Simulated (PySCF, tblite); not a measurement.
**C5H9NSSi: geometry, infrared bands and NMR shifts**

Wanted: the infrared bands and NMR shifts of C5H9NSSi (`C=CC[C@H](C#N)S[SiH3]`), by calculation.

Programs: tblite 0.8.0 and PySCF 2.14.0, with density-fitted response routines of our own. Each step states its level of theory. These are calculated values for one molecule in the gas phase, unless marked as measured. Atoms count from 0, in the outputs and in this text.

### 1 The molecule as given

17 atoms, charge 0, multiplicity 1; geometry from: force field or distance geometry start.

Bonds of the start (Å): C0–C1 1.33, C1–C2 1.50, C2–C3 1.49, C3–C4 1.47, C4–N5 1.16, C3–S6 1.81, S6–Si7 2.16, C0–H8 1.09, C0–H9 1.09, C1–H10 1.10, C2–H11 1.11, C2–H12 1.10, C3–H13 1.11, Si7–H14 1.49, Si7–H15 1.47, Si7–H16 1.48.

### 2 Relaxing the molecule with GFN2-xTB

Job settings and geometry (Å):

```
{"job": {"kind": "relax", "xc": "GFN2-xTB", "basis": "xTB"}, "charge": 0, "multiplicity": 1}
C     -3.044100     0.310400     0.184200
C     -1.864900    -0.156000     0.598200
C     -0.631200     0.289800    -0.124100
C      0.152100    -0.804500    -0.762900
C      0.632500    -1.777500     0.232000
N      0.998000    -2.557200     1.012300
S      1.576900     0.005700    -1.538400
Si     2.866400     0.877200    -0.046200
H     -2.985400     0.990600    -0.669400
H     -3.977900     0.033100     0.665600
H     -1.813400    -0.846200     1.450300
H     -1.004700     0.925400    -0.960500
H     -0.065000     0.885400     0.614100
H     -0.430400    -1.383800    -1.513700
H      3.395000     2.174300    -0.554200
H      4.015000    -0.015100     0.158500
H      2.174000     1.060600     1.244200
```

Run with:

```sh
OMP_NUM_THREADS=1 python probes_run.py task.json out
```

One launch serves the whole session: the jobs run in the order shown.

**Question.** This job is followed by: GFN2-xTB harmonic vibrations, gas phase; GIAO PBE0/pcSseg-1 NMR shielding, non-relativistic, gas phase. Predict these results of the whole session: strongest single infrared mode (GFN2-xTB); zero-point energy (GFN2-xTB); 13C shifts against TMS (PBE0/pcSseg-1); 1H shifts against TMS (PBE0/pcSseg-1, means over atoms taken as alike); 15N shifts against NH3 (PBE0/pcSseg-1); 33S shifts against CS2 (PBE0/pcSseg-1); 29Si shifts against TMS (PBE0/pcSseg-1).

The runs gave:

```
                                                              quantity                                         value
                             strongest single infrared mode (GFN2-xTB)                          778 cm⁻¹, 396 km/mol
                                          zero-point energy (GFN2-xTB)                                 76.1 kcal/mol
                                13C shifts against TMS (PBE0/pcSseg-1)           143.1, 126.3, 123.0, 46.0, 31.6 ppm
1H shifts against TMS (PBE0/pcSseg-1, means over atoms taken as alike)  6.37, 5.60, 5.56, 4.68, 3.17, 2.87, 2.34 ppm
                                15N shifts against NH3 (PBE0/pcSseg-1)                                     307.9 ppm
                                33S shifts against CS2 (PBE0/pcSseg-1)                                       -91 ppm
                               29Si shifts against TMS (PBE0/pcSseg-1)                                     -61.7 ppm
```

Relaxing lowered the energy by 0.475 eV in 120 steps; the close pair that moved most is C2–C3, from 1.490 to 1.535 Å. No mode is imaginary among the 45: a minimum at this level. The strongest single mode, at 778 cm⁻¹, moves mainly H16 and H15. Unscaled tight-binding wavenumbers are off by several per cent, some by more. Its intensities can rank the bands wrongly. The most deshielded carbon is C1 (alkene CH), at 143.1 ppm: an sp2 carbon of a C=C bond. H10 (hydrogen on an alkene CH) lies farthest downfield among hydrogen, at 6.37 ppm; a vinylic proton, deshielded by the sp2 carbon and the C=C anisotropy. At PBE0/pcSseg-1: Shielding is most anisotropic at S6 (span 513 ppm, paramagnetic term -463 ppm).
